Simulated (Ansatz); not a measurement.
Consider an atomisation energy of C4H6, SMILES [CH2]/C=C/[CH2] (Ansatz 0.2.0 through its Python package).

`run_tae.py`
```python
# -*- coding: utf-8 -*-
from collections import Counter

import ansatz as az
from ase import Atoms

BASIS_SET = "def2-TZVP"
LEVEL = "MP2"


def energy_of(molecule, charge=0, unpaired=0):
    calc = molecule.calculation().basis(gaussian=BASIS_SET).correlation(LEVEL).scf(lower_state_search="light")
    if charge:
        calc = calc.charge(charge)
    if unpaired:
        calc = calc.spin("collinear", total=unpaired)
    report = calc.run(threads=1, pin="off").report
    if report["published_state_doubts"]:
        print("  doubts:", report["published_state_doubts"])
    return report["free_energy_ev"]

atoms = Atoms(["C", "C", "C", "C", "H", "H", "H", "H", "H", "H"], positions=[
    [1.8616, 0.0229, -0.2132],
    [0.4358, 0.1644, 0.2053],
    [-0.5431, -0.3748, -0.5285],
    [-1.9759, -0.2414, -0.1219],
    [2.3033, 1.0273, -0.3793],
    [2.4318, -0.5077, 0.5772],
    [0.2048, 0.712, 1.1151],
    [-0.3101, -0.9217, -1.4375],
    [-2.2685, 0.8294, -0.0884],
    [-2.1396, -0.7106, 0.8712],
])
mol = az.Crystal.molecule_from_ase(atoms)

unpaired = {"C": 2, "H": 1}
counts = Counter(site.symbol for site in mol.cartesian_sites)
atom_energy = {s: energy_of(az.Crystal.molecule().atom(s, (0, 0, 0)), 0, unpaired[s]) for s in counts}
whole = energy_of(mol, 0, 2)
for s, e in atom_energy.items():
    print(f"{s:2s} x{counts[s]}  {e:14.5f} eV")
print(f"C4H6: {whole:.5f} eV")
split = sum(counts[s] * e for s, e in atom_energy.items()) - whole
print(f"atomisation energy (no zero-point term): {96.485332 * split:.1f} kJ/mol, {split / sum(counts.values()):.3f} eV an atom")
```

What does it cost to take this molecule apart into atoms?

3752.0 kJ/mol from the electronic energies, without the zero-point term.

The output:

```console
$ python run_tae.py
C  x4     -1027.46354 eV
H  x6       -13.60052 eV
C4H6: -4230.34363 eV
atomisation energy (no zero-point term): 3752.0 kJ/mol, 3.889 eV an atom
```

These settings explore the input space; basis and method may be short of convergence. The geometry is a force-field or estimated start, not a minimum of this method, and the basis set is short of its limit. All parts are taken at fixed geometry, without zero-point energy. The species is open-shell (spin multiplicity 3). Wall time of the script: 11 s on 1 thread of Arm Neoverse V1, with other jobs on the host, peak memory 0.37 GiB.

(A comment or docstring line of the script was reworded after the run, the code is as it ran; lines on the test bed's own set-up are left out of the output.)
